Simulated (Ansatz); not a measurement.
**Hf2Bi2O: what a guessed cell relaxes into**

Aim: relax a trial structure of Hf2Bi2O and see where it ends.

Program: Ansatz 0.2.0. Level of theory: DFT PBE, scalar-relativistic, plane waves, PAW. These are calculated values, not measurements.

**1. The system as given**

It takes space group P-3m1 (No. 164, trigonal). The conventional cell has a = 4.571 Å, b = 4.571 Å, c = 7.171 Å, α = 90.00°, β = 90.00°, γ = 120.00°. Hf (site symmetry 3m) is surrounded by 4 Bi at 2.73 to 2.76 Å and 3 Hf at 3.35 Å and 3 O at 3.67 Å. Bi (site symmetry 3m) has 4 Hf at 2.73 to 2.76 Å and 3 O at 3.23 Å in its first shell of neighbours. O (site symmetry -3m) has 6 Bi at 3.23 Å and 6 Hf at 3.67 Å in its first shell of neighbours.

As a file:

```cif
data_structure
_symmetry_space_group_name_H-M 'P-3m1'
_symmetry_Int_Tables_number 164
_cell_length_a 4.5708
_cell_length_b 4.5708
_cell_length_c 7.1706
_cell_angle_alpha 90.000
_cell_angle_beta 90.000
_cell_angle_gamma 120.000
_cell_volume 129.74
loop_
_atom_site_label
_atom_site_type_symbol
_atom_site_symmetry_multiplicity
_atom_site_Wyckoff_symbol
_atom_site_fract_x
_atom_site_fract_y
_atom_site_fract_z
_atom_site_occupancy
Hf1 Hf 2 d 0.33333 0.66667 0.64440 1
Bi1 Bi 2 d 0.33333 0.66667 0.25990 1
O1 O 1 a 0.00000 0.00000 0.00000 1
```

A structure generator made this guess: species swapped into a database cell of YAl2Si2 (P-3m1, No. 164), with O on the Y sites, Hf on the Al sites and Bi on the Si sites. The dimensions are guesses.

**2. A first look at the guess**

input.yaml

```yaml
crystal:
  lattice:
    - [4.57081891, 0.0, 0.0]
    - [-2.28540946, 3.95844529, 0.0]
    - [0.0, 0.0, 7.170574]
  atoms:
    - { symbol: Hf, position: [0.33333333, 0.66666667, 0.6444] }
    - { symbol: Hf, position: [0.66666667, 0.33333333, 0.3556] }
    - { symbol: Bi, position: [0.33333333, 0.66666667, 0.2599] }
    - { symbol: Bi, position: [0.66666667, 0.33333333, 0.7401] }
    - { symbol: O, position: [0.0, 0.0, 0.0] }
basis:
  ecutwfc: 420
kpoints:
  mp_grid: { grid: [6, 6, 4] }
hamiltonian:
  xc: pbe
scf:
  occupations: { method: gaussian, width: 0.1 }
  lower_state_search: "off"
output:
  forces: true
  stress: true
  eigenvalues: true
```

Started as:

```sh
$ ansatz run input.yaml --threads 1 --pin off --max-ram 2560MiB --backend cpu --events-out ev --progress --plain --runs-dir out
```

Further runs follow: coarse relaxation; full relaxation.

Q: Predict the outcome of this session. Wanted: conventional cell; volume; energy over the elements; gap on the mesh.

The runs gave:

| quantity | value |
| --- | --- |
| symmetry at the end (tolerance 0.05 Å) | space group P-3m1 (No. 164) |
| conventional cell | a = 3.478 Å, b = 3.478 Å, c = 10.837 Å, α = 90.00°, β = 90.00°, γ = 120.00° |
| volume | 22.71 Å³/atom |
| energy over the elements (uncorrected; H, N, O, F and Cl as molecules) | -0.87 eV/atom |
| gap on the mesh | none (metal) |

The space group P-3m1 (No. 164) is kept, and the volume per atom shrinks by 12.5 % from the first guess. It lies below the elements, which doesn't yet make it stable: competing phases were not computed in this session. No finished test with a distortion of lower symmetry is shown, so the end may be a saddle point. The runs treat Bi, Hf without spin-orbit coupling. Layers here are held mostly by dispersion, which this level lacks, so their spacing and the stiffness across them are unreliable there.
